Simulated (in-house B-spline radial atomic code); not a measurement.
**Cd⁵⁺: density, ELF and screening along the radius**

How do the shells of Cd⁵⁺ show in real space, and how much do the settings move them?

Program: in-house B-spline radial atomic code version 1. Level of theory: several methods, spin-polarised, as named in each step; spherical all-electron atom at the radial basis limit. These are calculated values, not measurements, unless marked.

### Step 1. What is computed

| Item | Value |
| --- | --- |
| element | cadmium (Z = 48) |
| charge | +5 |
| electrons | 43 |
| configuration | [Kr] 4d7 |
| nucleus | point (non-relativistic runs) or finite (X2C runs) |

The outer shells:

[Kr] 4d7
```
[Kr] core
4d [↑↓][↑↓][↑ ][↑ ][↑ ]
```

Where spins are not typed, each open shell is filled with up spins first.

### Step 2. PBE, X2C, [Kr] 4d7

Settings, as recorded:

```ini
Z = 48
electrons = 43.0
configuration = [Kr] 4d7
hamiltonian = x2c
method = pbe,pbe
spin_polarised = True
nucleus = fermi
rms_radius = 4.6087
mass_number = 114
atomic_mass = 113.903364998
speed_of_light = 137.035999084
```

The run is started by

```bash
python run_scf.py task.json out
```

One command runs all members of the session, one after another, from task.json.

### Step 3. Hartree-Fock, X2C, [Kr] 4d7

Changes to the settings of step 2:

```diff
@@ -4,3 +4,3 @@
 hamiltonian = x2c
-method = pbe,pbe
+method = hf
 spin_polarised = True
```

### Step 4. exchange-only LDA, X2C, [Kr] 4d7

Changes to the settings of step 3:

```diff
@@ -4,3 +4,3 @@
 hamiltonian = x2c
-method = hf
+method = lda,
 spin_polarised = True
```

### Step 5. BP86, X2C, [Kr] 4d7

Changes to the settings of step 4:

```diff
@@ -4,3 +4,3 @@
 hamiltonian = x2c
-method = lda,
+method = b88,p86
 spin_polarised = True
```

### Step 6. Hartree-Fock, non-rel., [Ar] 3d10 4s2 4p5 4d7 5p1

Settings, as recorded:

```ini
Z = 48
electrons = 43.0
configuration = [Ar] 3d10 4s2 4p5 4d7 5p1
hamiltonian = nr
method = hf
spin_polarised = True
```

Before running: How large is the system in each run, where do the shell borders lie, and what is the highest level?

As calculated:

| run | total energy (hartree) | highest level (eV) | radius holding 50 / 90 / 99 % (bohr) | radius at n = 0.001 (bohr) | ELF minima on the full grid (bohr) |
| --- | --- | --- | --- | --- | --- |
| PBE, X2C, [Kr] 4d7 | -5586.7443 | -78.780 | 0.359 / 1.18 / 1.90 | 2.71 | 0.044, 0.17, 0.56 |
| Hartree-Fock, X2C, [Kr] 4d7 | -5584.8216 | -87.143 | 0.358 / 1.18 / 1.89 | 2.69 | 0.044, 0.17, 0.56 |
| exchange-only LDA, X2C, [Kr] 4d7 | -5577.1465 | -77.027 | 0.359 / 1.18 / 1.91 | 2.72 | 0.045, 0.17, 0.56 |
| BP86, X2C, [Kr] 4d7 | -5587.7962 | -78.886 | 0.359 / 1.18 / 1.90 | 2.70 | 0.044, 0.17, 0.56 |
| Hartree-Fock, non-rel., [Ar] 3d10 4s2 4p5 4d7 5p1 | -5455.0635 | -52.720 | 0.362 / 1.22 / 2.43 | 3.40 | 0.052, 0.18, 0.52, 2.2 |

What this shows: In the first run ELF has 3 minima on the grid, which mark the borders between shells. On the record's full grid the screened charge (r times the electrostatic potential) falls from 47.9 near the nucleus to 5.00 at 3.9 bohr; far out it tends to the net charge, 5. The radius that holds 99 % of the electrons runs from 1.89 bohr (Hartree-Fock, X2C, [Kr] 4d7) to 2.43 bohr (Hartree-Fock, non-rel., [Ar] 3d10 4s2 4p5 4d7 5p1). The grid is coarse (about 21 % a step), so the places of minima are rough. For X2C runs ELF uses the non-relativistic kinetic energy density, and the fields carry no picture-change correction.
